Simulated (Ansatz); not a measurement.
**C₉H₁₂O₄: up Jacob's ladder to CCSD(T)**

Aim: compute C₉H₁₂O₄ with functionals from several rungs and with coupled cluster, and see how far each lands from CCSD(T) at the basis-set limit for the atomisation energy.

Program: Ansatz 0.2.0, Gaussian basis. Level of theory: functionals in def2-TZVPP, the program's frozen cores in correlated methods. These are calculated values, not measurements.

Plan: LDA (SPW92), PBE-D4, revPBE-D4, BLYP-D4, r2SCAN-D4, B97M-V, PBE0-D4, B3LYP-D4, r2SCANh-D4, r2SCAN0-D4, HSE06-D4, BHLYP-D4, CAM-B3LYP-D4, LC-ωPBE, ωB97X-V, ωB97M-V, B2PLYP, PBE-QIDH; CCSD(T)/def2-SVP; CCSD(T)/def2-TZVPP; MP2/def2-QZVPP; extrapolation to the limit; RPA on PBE.

### 1 The relaxed structure

The geometry comes from an earlier relaxation with PBE0-D4 in a triple-zeta def2 set; it is a stationary point, not always the lowest conformer.

SMILES `CC(C)(C)OC(=O)Oc1ccco1`, 25 atoms, charge 0, spin multiplicity 1.

Atoms are counted from 1 here; the program's logs count them from 0.

Bond lengths: C1–C2 1.516 Å, C1–H14 1.091 Å, C1–H15 1.091 Å, C1–H16 1.091 Å, C2–C3 1.518 Å, C2–C4 1.518 Å, C2–O5 1.464 Å, C3–H17 1.089 Å, C3–H18 1.092 Å, C3–H19 1.092 Å, C4–H20 1.092 Å, C4–H21 1.092 Å, C4–H22 1.089 Å, O5–C6 1.317 Å, C6–O7 1.197 Å, C6–O8 1.352 Å, O8–C9 1.349 Å, C9–C10 1.354 Å and more. Angles: C2–C1–H14 110.6°, C2–C1–H15 110.6°, C2–C1–H16 109.8°, H14–C1–H15 108.5°, H14–C1–H16 108.6°, H15–C1–H16 108.6°, C1–C2–C3 110.8°, C1–C2–C4 110.8°, C1–C2–O5 102.5°, C3–C2–C4 112.4°, C3–C2–O5 110.0°, C4–C2–O5 109.9°, C2–C3–H17 111.5°, C2–C3–H18 109.1°, C2–C3–H19 110.4°, H17–C3–H18 108.6°, H17–C3–H19 109.1°, H18–C3–H19 108.1° and more.

### 2 LDA

This LDA is Slater exchange with PW92 correlation.

Input file in.yaml:

```yaml
crystal:
  periodic: [false, false, false]
  atoms:
    - {symbol: C, position_ang: [-2.614251, -1.223931, 1.631513]}
    - {symbol: C, position_ang: [-1.120741, -1.015210, 1.471539]}
    - {symbol: C, position_ang: [-0.408221, -2.342342, 1.283911]}
    - {symbol: C, position_ang: [-0.560724, -0.216370, 2.634418]}
    - {symbol: O, position_ang: [-1.041545, -0.226975, 0.240148]}
    - {symbol: C, position_ang: [0.127917, 0.154381, -0.229018]}
    - {symbol: O, position_ang: [1.219816, -0.051008, 0.215980]}
    - {symbol: O, position_ang: [-0.134080, 0.852268, -1.356474]}
    - {symbol: C, position_ang: [0.882461, 1.378680, -2.070524]}
    - {symbol: C, position_ang: [2.233439, 1.418976, -1.986936]}
    - {symbol: C, position_ang: [2.640673, 2.177025, -3.129878]}
    - {symbol: C, position_ang: [1.516838, 2.521459, -3.792595]}
    - {symbol: O, position_ang: [0.423891, 2.032329, -3.144514]}
    - {symbol: H, position_ang: [-3.128944, -0.265629, 1.719145]}
    - {symbol: H, position_ang: [-3.021802, -1.758926, 0.772095]}
    - {symbol: H, position_ang: [-2.811010, -1.808816, 2.531492]}
    - {symbol: H, position_ang: [0.665591, -2.206139, 1.167926]}
    - {symbol: H, position_ang: [-0.586748, -2.970185, 2.159267]}
    - {symbol: H, position_ang: [-0.799838, -2.863403, 0.407657]}
    - {symbol: H, position_ang: [-0.744838, -0.760580, 3.563025]}
    - {symbol: H, position_ang: [-1.059455, 0.752622, 2.705045]}
    - {symbol: H, position_ang: [0.511574, -0.059338, 2.531389]}
    - {symbol: H, position_ang: [2.842928, 0.973922, -1.223149]}
    - {symbol: H, position_ang: [3.651095, 2.427057, -3.411398]}
    - {symbol: H, position_ang: [1.315966, 3.080123, -4.690055]}
basis:
  gaussian: {orbitals: def2-TZVPP}
hamiltonian: {xc: lda}
output: {orbitals: {seedname: orbitals}}
```

After this run come: PBE-D4 (GGA); revPBE-D4 (GGA); BLYP-D4 (GGA); r2SCAN-D4 (meta-GGA); B97M-V (meta-GGA); PBE0-D4 (hybrid); B3LYP-D4 (hybrid); r2SCANh-D4 (hybrid); r2SCAN0-D4 (hybrid); HSE06-D4 (hybrid); BHLYP-D4 (hybrid); CAM-B3LYP-D4 (range-separated); LC-ωPBE-D4 (range-separated); ωB97X-V (range-separated); ωB97M-V (range-separated); B2PLYP (double hybrid); PBE-QIDH (double hybrid); CCSD(T) in def2-SVP; CCSD(T) in def2-TZVPP; MP2 in def2-QZVPP; RPA on PBE orbitals.

Q: Predict the results of all the runs planned. Wanted: atomisation energy, CCSD(T)/CBS; farthest beyond LDA; mean size of error, GGA; mean size of error, meta-GGA; mean size of error, hybrid; mean size of error, range-separated; mean size of error, double hybrid; gap, smallest and largest; T1 diagnostic.

As calculated:

| quantity | value |
| --- | --- |
| atomisation energy, CCSD(T)/CBS | 114.968 eV |
| functionals within 0.575 eV (0.5 %) | BLYP-D4, B97M-V, B3LYP-D4, r2SCANh-D4, ωB97X-V, PBE-QIDH |
| farthest beyond LDA | PBE-D4 (+4.486 eV) |
| mean size of error, GGA | 2.017 eV |
| mean size of error, meta-GGA | 0.776 eV |
| mean size of error, hybrid | 1.489 eV |
| mean size of error, range-separated | 0.663 eV |
| mean size of error, double hybrid | 0.561 eV |
| gap, smallest and largest | 4.38 eV (LDA (SPW92)), 11.40 eV (LC-ωPBE) |
| T1 diagnostic | 0.0132 |
| triples share of the correlation energy | 4.4 % |

What this shows: LDA overbinds by 20.227 eV (18 %). PBE-D4 misses by +4.486 eV. Double hybrids carry the basis error of their MP2 part in triple zeta, and no dispersion term here, so their miss is partly the set-up's. Taken by rung, double hybrid functionals do best (0.561 eV on average) and GGA ones worst beyond LDA (2.017 eV). The gap between the best rungs is small, so their order is not settled. The reference freezes the cores and leaves out relativity and excitations past (T), so misses under about 0.575 eV can't be ranked. Hartree-Fock recovers 71 % of the binding; the rest is correlation. CCSD(T) in def2-SVP is off by -4.515 eV, more than most functionals: a good method in a small basis is no reference. The gap grows from 4.4 to 11.4 eV across the functionals, mostly with the share of exact exchange.
